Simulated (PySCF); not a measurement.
# VOH₃: relaxation and vibrations of the singlet

Where does singlet VOH₃ go from a PBE0 minimum start, is the end point a minimum, and what are its modes, charges and moments?

Computed with PySCF 2.14.0. Level: PBE0, basis V def2-TZVP, O def2-TZVP, H def2-TZVP, no relativity, density fitting.

**1. Starting geometry**

5 atoms, charge 0, spin multiplicity 1.

Bond lengths: V1–O2 1.535 Å, V1–H3 1.628 Å, V1–H4 1.628 Å, V1–H5 1.628 Å. Angles: O2–V1–H3 102.7°, O2–V1–H4 102.7°, O2–V1–H5 102.7°, H3–V1–H4 115.3°, H3–V1–H5 115.3°, H4–V1–H5 115.3°.

Coordinates in bohr (charge 0 multiplicity 1):
```
V     0.0000    0.5174    0.3661
O     0.0000   -1.8503   -1.3092
H     2.5981    0.2049    1.9825
H    -2.5981    0.2049    1.9825
H     0.0000    2.8041   -1.6910
```

**2. First SCF at the start**

One driver script runs all steps and calls PySCF; scf.py shows how it sets up the SCF of each step. The optimiser is the driver's own. After this first run the driver tries any further starts and a stability analysis.

Input file scf.py:

```python
from pyscf import gto, scf, dft
mol = gto.M(atom='''
V     -0.000000     0.273775     0.193706
O      0.000000    -0.979138    -0.692779
H      1.374835     0.108450     1.049086
H     -1.374835     0.108450     1.049086
H     -0.000000     1.483845    -0.894828''',
    basis={'V': 'def2-TZVP', 'O': 'def2-TZVP', 'H': 'def2-TZVP'},
    charge=0, spin=0)
mf = dft.RKS(mol, xc='PBE0')
mf.grids.atom_grid = (50, 194)
aux = {'V': 'def2-universal-JKFIT', 'O': 'def2-universal-JKFIT', 'H': 'def2-universal-JKFIT'}
mf = mf.density_fit(auxbasis=aux)
mf.conv_tol = 1e-08
mf.diis_space = 10
mf.max_cycle = 60
mf.init_guess = 'minao'
mf.verbose = 4
mf.kernel()
```

Started as:

```
$ OMP_NUM_THREADS=2 python axn.py task.json out
```

After this run come: Relaxing the singlet from the PBE0 minimum start; Frequencies.

What does the calculation give? Wanted: minimum; geometry; wavenumbers; dipole moment; highest occupied, lowest empty level; polar-tensor charge of V1; zero-point energy; atomisation energy.

As calculated:

| quantity | value |
| --- | --- |
| minimum | singlet, C3v |
| geometry | V–H 1.628 Å (×3), V–O 1.535 Å; H–V–H 115.3° (×3), H–V–O 102.7° (×3) |
| wavenumbers (cm⁻¹) | 594 (e), 659 (a1), 675 (e), 1182 (a1), 1867 (e), 1882 (a1) |
| dipole moment | 1.93 D |
| highest occupied, lowest empty level | -9.47, -3.33 eV |
| polar-tensor charge of V1 | +1.38 e |
| zero-point energy | 59.8 kJ/mol |
| entropy at 298.15 K | 247.4 J/(mol K) |
| atomisation energy (no zero-point energy) | 1308 kJ/mol |

**Reading.** The PBE0 minimum start keeps its C3v symmetry and ends in a minimum. The strongest infrared band lies at 1867 cm⁻¹ (e, stretch). Other starts or spin states, not run here, may lie lower. Whether spin polarisation would lower the closed shell was not checked.
